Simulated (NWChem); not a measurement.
# CH3NSSi (Si(NCS)H3): levels of theory compared

Wanted: a comparison of 5 runs (HF/STO-3G, HF/3-21G, HF/6-311G**, B3LYP/6-31G*) of CH3NSSi (Si(NCS)H3). 

The calculation is run with NWChem 7.3.0.

**1. The system as given**

CH3NSSi: 7 atoms, total charge 0, spin state singlet. SMILES: `[H][Si]([H])([H])N=C=S`. The shape is that of a GFN2-xTB optimisation.

Bond lengths: Si1–N2 1.717 Å, N2–C3 1.188 Å, C3–S4 1.552 Å, Si1–H5 1.459 Å, Si1–H6 1.459 Å, Si1–H7 1.460 Å. Angles: Si1–N2–C3 177.6°, N2–C3–S4 179.6°, N2–Si1–H5 105.9°, N2–Si1–H6 105.4°, N2–Si1–H7 106.0°, H5–Si1–H6 113.0°, H5–Si1–H7 112.8°, H6–Si1–H7 112.9°.

**2. Energy and gradient at HF/STO-3G (run 1)**

ch3nssi.xyz reads:

```xyz
7
CH3NSSi gradient
Si    -0.002120    -0.002250    -1.126530
N     -0.011450     0.030840     0.590010
C      0.002610     0.008600     1.777500
S      0.013190    -0.011980     3.329490
H      1.403140    -0.007420    -1.519630
H     -0.704610     1.207660    -1.541340
H     -0.700770    -1.225460    -1.509500
```

run.py reads:

```python
from ase.io import read
from ase.calculators.nwchem import NWChem

mol = read('ch3nssi.xyz')

calc = NWChem(
    label='ch3nssi',
    theory='scf',
    memory='2200 mb',
    basis='STO-3G',
    basispar='spherical bse',
    scf={'nopen': '0', 'rhf': None, 'thresh': '1e-08', 'maxiter': '80'},
)
mol.calc = calc

forces = mol.get_forces()
e = mol.get_potential_energy()
print(f"E = {e:.6f} eV")
print("forces (eV/A):")
for s, f in zip(mol.symbols, forces):
    print(f"{s:2s} {f[0]:10.5f} {f[1]:10.5f} {f[2]:10.5f}")
print("dipole (e A):", mol.get_dipole_moment().round(4))
```

The run is started by

```bash
$ export ASE_NWCHEM_COMMAND="nwchem PREFIX.nwi > PREFIX.nwo"
$ python run.py
```

The log of the run:

```text
E = -20997.974098 eV
forces (eV/A):
Si   -0.02417    0.02921   -0.01486
N     0.03306   -0.05358    0.63655
C    -0.03178    0.03013   -1.31707
S     0.01229   -0.00962    0.74356
H    -1.03050    0.00180   -0.01152
H     0.52307   -0.90410   -0.02648
H     0.51808    0.90611   -0.01023
dipole (e A): [ 0.0022 -0.0087 -0.7931]
```

The calculator wrote ch3nssi.nwi:

```
title "ch3nssi"

permanent_dir ch3nssi

scratch_dir ch3nssi

start ch3nssi

geometry units angstrom nocenter noautosym noautoz
  Si -2.1199999999999999e-03 -2.2499999999999998e-03 -1.1265300000000000e+00
  N  -1.1450000000000000e-02 3.0839999999999999e-02 5.9001000000000003e-01
  C  2.6099999999999999e-03 8.6000000000000000e-03 1.7775000000000001e+00
  S  1.3190000000000000e-02 -1.1979999999999999e-02 3.3294899999999998e+00
  H  1.4031400000000001e+00 -7.4200000000000004e-03 -1.5196300000000000e+00
  H  -7.0460999999999996e-01 1.2076600000000000e+00 -1.5413399999999999e+00
  H  -7.0077000000000000e-01 -1.2254600000000000e+00 -1.5095000000000001e+00
end

memory 2200 mb

basis spherical bse noprint
   * library STO-3G
end

scf
  nopen 0
  rhf
  thresh 1e-08
  maxiter 80
end

task scf gradient
```

ch3nssi.nwo:

```text
Northwest Computational Chemistry Package (NWChem) 7.3.0
             --------------------------------------------------------

           Job information
           ---------------

    nwchem branch   = 7.3.0
    use scalapack   = T
    input           = ch3nssi.nwi
    prefix          = ch3nssi.
    data base       = ch3nssi/ch3nssi.db
    status          = startup
    nproc           =        1

           Memory information
           ------------------

[... 5 lines left out ...]
    hardfail = no
[... 138 lines left out ...]
         Quadratically convergent ROHF
[... 14 lines left out ...]
       Final RHF  results
[... 4 lines left out ...]
      Two-electron energy =    471.532413799335
[... 40 lines left out ...]
                       ROHF Final Molecular Orbital Analysis
[... 222 lines left out ...]
                 ----------------------------------------
                 |  Time  |  1-e(secs)   |  2-e(secs)   |
                 ----------------------------------------
                 |  CPU   |       0.00   |       0.39   |
                 ----------------------------------------
                 |  WALL  |       0.00   |       0.39   |
                 ----------------------------------------

 Task  times  cpu:        1.3s     wall:        1.3s
 Total times  cpu:        1.3s     wall:        1.3s
```

Wall time 2 s (1 thread of AMD EPYC 9R45 (Zen 5), shared host); peak memory 0.1 GiB.

**3. Energy and forces at HF/3-21G (run 2)**

ch3nssi.nw reads:

```
START ch3nssi
TITLE "CH3NSSi gradient"
memory 2200 mb
charge 0
GEOMETRY units angstroms noautosym nocenter noautoz
   Si      -0.002120      -0.002250      -1.126530
   N       -0.011450       0.030840       0.590010
   C        0.002610       0.008600       1.777500
   S        0.013190      -0.011980       3.329490
   H        1.403140      -0.007420      -1.519630
   H       -0.704610       1.207660      -1.541340
   H       -0.700770      -1.225460      -1.509500
END
BASIS spherical bse
   * library 3-21G
END
SCF
   thresh 1e-08
   maxiter 80
   print low
END
TASK scf gradient
```

The run is started by

```bash
$ nwchem ch3nssi.nw > ch3nssi.out
```

The log of the run:

```text
[...]
  functions       =    50
[...]
  wavefunction    = RHF
[...]
         Total SCF energy =   -776.517147665567
      One-electron energy =  -1416.327206183118
      Two-electron energy =    466.681632243305
 Nuclear repulsion energy =    173.128426274246
        Time for solution =      1.1s
[...]
                         RHF ENERGY GRADIENTS
    atom               coordinates                        gradient
                 x          y          z           x          y          z
   1 Si     -0.004006  -0.004252  -2.128833    0.000611  -0.000931   0.003332
   2 N      -0.021637   0.058279   1.114957   -0.001649   0.002610  -0.073198
   3 C       0.004932   0.016252   3.358988    0.002198  -0.003428   0.125844
   4 S       0.024925  -0.022639   6.291824   -0.000866   0.001358  -0.079555
   5 H       2.651550  -0.014022  -2.871684   -0.005980   0.000093   0.007710
   6 H      -1.331520   2.282146  -2.912710    0.002823  -0.004789   0.008346
   7 H      -1.324263  -2.315784  -2.852541    0.002864   0.005087   0.007521
 Task  times  cpu:        1.6s     wall:        1.6s
 Total times  cpu:        1.6s     wall:        1.6s
```

It took 2.1 s on 1 thread of AMD EPYC 9R45 (Zen 5), shared host; peak memory 0.1 GiB.

Runs 3 to 4 aren't shown in full; the table further down has their settings and results.

**4. Energy and forces at B3LYP/6-31G(d) (Cartesian functions) (run 5)**

sp.xyz reads:

```xyz
7
CH3NSSi gradient
Si    -0.002120    -0.002250    -1.126530
N     -0.011450     0.030840     0.590010
C      0.002610     0.008600     1.777500
S      0.013190    -0.011980     3.329490
H      1.403140    -0.007420    -1.519630
H     -0.704610     1.207660    -1.541340
H     -0.700770    -1.225460    -1.509500
```

run.py reads:

```python
from ase.io import read
from ase.calculators.nwchem import NWChem

system = read('sp.xyz')

calc = NWChem(
    label='sp',
    theory='dft',
    memory='2200 mb',
    basis='6-31G*',
    dft={'xc': 'b3lyp', 'mult': '1', 'grid': 'xfine', 'convergence': 'energy 1e-08', 'iterations': '100', 'mulliken': None},
)
system.calc = calc

forces = system.get_forces()
print(f"energy = {system.get_potential_energy():.6f} eV")
print("forces (eV/A):")
for s, f in zip(system.symbols, forces):
    print(f"{s:2s} {f[0]:10.5f} {f[1]:10.5f} {f[2]:10.5f}")
print("dipole (e A):", system.get_dipole_moment().round(4))
```

The run is started by

```bash
$ export ASE_NWCHEM_COMMAND="nwchem PREFIX.nwi > PREFIX.nwo"
$ python run.py
```

The log of the run:

```text
energy = -21289.227253 eV
forces (eV/A):
Si   -0.01954    0.02931    0.66118
N     0.01131   -0.01358   -0.45365
C    -0.02386    0.02376   -0.83797
S     0.02005   -0.02617    1.76229
H     0.36767   -0.00293   -0.37209
H    -0.17720    0.30241   -0.39672
H    -0.17838   -0.31280   -0.36304
dipole (e A): [ 0.0015 -0.0062 -0.5925]
```

The calculator wrote sp.nwi:

```
title "sp"

permanent_dir sp

scratch_dir sp

start sp

geometry units angstrom nocenter noautosym noautoz
  Si -2.1199999999999999e-03 -2.2499999999999998e-03 -1.1265300000000000e+00
  N  -1.1450000000000000e-02 3.0839999999999999e-02 5.9001000000000003e-01
  C  2.6099999999999999e-03 8.6000000000000000e-03 1.7775000000000001e+00
  S  1.3190000000000000e-02 -1.1979999999999999e-02 3.3294899999999998e+00
  H  1.4031400000000001e+00 -7.4200000000000004e-03 -1.5196300000000000e+00
  H  -7.0460999999999996e-01 1.2076600000000000e+00 -1.5413399999999999e+00
  H  -7.0077000000000000e-01 -1.2254600000000000e+00 -1.5095000000000001e+00
end

memory 2200 mb

basis noprint
   * library 6-31G*
end

dft
  xc b3lyp
  mult 1
  grid xfine
  convergence energy 1e-08
  iterations 100
  mulliken
end

task dft gradient
```

sp.nwo:

```text
Northwest Computational Chemistry Package (NWChem) 7.3.0
             --------------------------------------------------------

           Job information
           ---------------

    nwchem branch   = 7.3.0
    use scalapack   = T
    input           = sp.nwi
    prefix          = sp.
    data base       = sp/sp.db
    status          = startup
    nproc           =        1

           Memory information
           ------------------

[... 5 lines left out ...]
    hardfail = no
[... 109 lines left out ...]
  convergence criterion.
[... 44 lines left out ...]
          Spatial weights used:  Erf1
[... 32 lines left out ...]
 1-e energy   =   -1419.869496
[... 55 lines left out ...]
           Coulomb energy =      526.813294693911
[... 588 lines left out ...]
          Convergence on density requested:  1.00D-05
[... 30 lines left out ...]
          total energy or number of iterations.
[... 38 lines left out ...]
                 ----------------------------------------
                 |  Time  |  1-e(secs)   |  2-e(secs)   |
                 ----------------------------------------
                 |  CPU   |       0.00   |       3.38   |
                 ----------------------------------------
                 |  WALL  |       0.00   |       3.38   |
                 ----------------------------------------

 Task  times  cpu:       16.6s     wall:       16.6s
 Total times  cpu:       16.6s     wall:       16.6s
```

Run time: 17 s. Hardware: 1 thread of AMD EPYC 9R45 (Zen 5), shared host; peak memory 0.14 GiB.

**5. All runs side by side**

| run | level | iteration cap | module | energy (Eh) | dipole moment (D) | HOMO energy (eV) | LUMO energy (eV) | wall time |
| --- | --- | --- | --- | --- | --- | --- | --- | --- |
| 1 | HF/STO-3G | 80 | scf | -771.661321 | 3.81 | -5.80 | 9.09 | 2 s |
| 2 | HF/3-21G | 80 | scf | -776.517148 | – | – | – | 2.1 s |
| 3 | HF/6-311G** | 80 | scf | -780.582660 | 3.09 | -9.97 | 2.83 | 16 s |
| 4 | B3LYP/6-31G* (spherical functions) | 100 | dft | -782.358273 | 2.85 | – | – | 17 s |
| 5 | B3LYP/6-31G* (Cartesian functions) | 100 | dft | -782.364678 | 2.85 | -7.04 | -0.30 | 17 s |

**6. Outcome**

```
                       quantity          value
            run 5: total energy  -782.36468 Eh
           run 5: dipole moment         2.85 D
             run 5: HOMO energy       -7.04 eV
             run 5: LUMO energy       -0.30 eV
           run 5: HOMO–LUMO gap        6.74 eV
run 5: largest force on an atom     1.763 eV/Å
```

What this shows: Over runs 1, 3, 4, 5 the dipole moment (its size) runs from 2.85 D (B3LYP/6-31G*) to 3.81 D (HF/STO-3G). The two ends differ in method and basis. Over runs 1, 3, 5 the HOMO–LUMO gap runs from 6.74 eV (B3LYP/6-31G*) to 14.90 eV (HF/STO-3G). In run 1 the basis is minimal, so the values are rough. All runs together took 54 s, the longest 17 s.
